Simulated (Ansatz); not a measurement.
**NaCl: elastic constants**

Aim: the elastic tensor from the stress of slightly strained cells, and the moduli that follow. Runs: cell and atoms relaxed (PAW); reference run (PAW, LAPW and crystal datasets).

The COD entry's cell or inner coordinates are ideal or old and differ from later refinements, so a difference from it is no clean test against experiment.

Program: Ansatz 0.2.0. Level of theory: DFT PBEsol, frozen-core PAW, all-electron LAPW and all-electron PAW on datasets made for the crystal («crystal datasets»), scalar-relativistic unless said. These are calculated values, not measurements.

1 further run of the same task is left out (it didn't finish).

**1. The starting structure**

The structure is cubic, space group Fm-3m (No. 225). Conventional cell: a = 5.620 Å, b = 5.620 Å, c = 5.620 Å, α = 90.00°, β = 90.00°, γ = 90.00°. Na (site symmetry m-3m) has 6 Cl at 2.81 Å as nearest neighbours. Cl (site symmetry m-3m) is surrounded by 6 Na at 2.81 Å.

As a file:

```
CELL_PARAMETERS angstrom
0.00000 2.81000 2.81000
2.81000 0.00000 2.81000
2.81000 2.81000 0.00000
ATOMIC_POSITIONS crystal
Na 0.00000 0.00000 0.00000
Cl 0.50000 0.50000 0.50000
```

Cartesian axes are those of the input's lattice vectors. The structure goes back to a database entry.

**2. Cell and atoms relaxed, PAW**

The input, input.yaml:

```yaml
crystal:
  lattice:
    - [0.0, 2.81, 2.81]
    - [2.81, 0.0, 2.81]
    - [2.81, 2.81, 0.0]
  atoms:
    - { symbol: Na, position: [0.0, 0.0, 0.0] }
    - { symbol: Cl, position: [0.5, 0.5, 0.5] }
kpoints:
  mp_grid: { grid: [14, 14, 14] }
scf:
  occupations: { method: fermi_dirac, width: 0.1 }
hamiltonian:
  xc: pbesol
  pseudopotentials: { kind: paw }
relax:
  f_tol: 0.002
  max_steps: 80
  cell: {}
output:
  forces: true
  stress: true
  write_density: true
  write_potential: true
  elf: true
  volumetric_format: npy
```

Launch:

```sh
> ansatz run input.yaml --threads 1 --pin off --max-ram 1228MiB --backend cpu --events-out ev --progress --plain --runs-dir out
```

**3. Reference run, PAW**

The input, input.yaml:

```yaml
crystal:
  lattice:
    - [0.0, 2.80095424033, 2.80095424033]
    - [2.80095424033, 0.0, 2.80095424033]
    - [2.80095424033, 2.80095424033, 0.0]
  atoms:
    - { symbol: Na, position: [0.0, 0.0, 0.0] }
    - { symbol: Cl, position: [0.5, 0.5, 0.5] }
kpoints:
  mp_grid: { grid: [8, 8, 8] }
scf:
  occupations: { method: fixed }
hamiltonian:
  xc: pbesol
  pseudopotentials: { kind: paw }
elastic:
  mode: relaxed_ion
  stencil: two_point
  amplitude: 0.003
```

**4. Reference run, LAPW**

input.yaml: that of step 3 with these lines changed.

```diff
@@ -14,3 +14,3 @@
   xc: pbesol
-  pseudopotentials: { kind: paw }
+  pseudopotentials: { kind: all_electron, lapw: { basis_error: 0.001 } }
 elastic:
```

**5. Reference run, crystal datasets**

input.yaml: that of step 4 with these lines changed.

```diff
@@ -14,3 +14,3 @@
   xc: pbesol
-  pseudopotentials: { kind: all_electron, lapw: { basis_error: 0.001 } }
+  pseudopotentials: { kind: all_electron, datasets: crystal }
 elastic:
```

(Steps that only read results are left out.)

**Question.** What will these runs give? Wanted: C11; C12; C44; bulk, shear and Young's modulus; Debye temperature from sound speeds; universal anisotropy index.

The runs gave:

| quantity | value |
| --- | --- |
| C11 (PAW) | 55 GPa |
| C12 (PAW) | 11 GPa |
| C44 (PAW) | 12 GPa |
| bulk, shear and Young's modulus | 26, 15, 38 GPa |
| Debye temperature from sound speeds | 308 K |
| universal anisotropy index | 0.43 |

All eigenvalues are positive, so the crystal is mechanically stable; by PAW K = 26 and G = 15 GPa, K/G = 1.69, on the brittle side of Pugh's rough line at 1.75, which was drawn for metals. Young's modulus runs from 31 to 51 GPa with direction. Cautions: frozen-core PAW files fitted under PBE, their cores solved anew for the functional of the run.
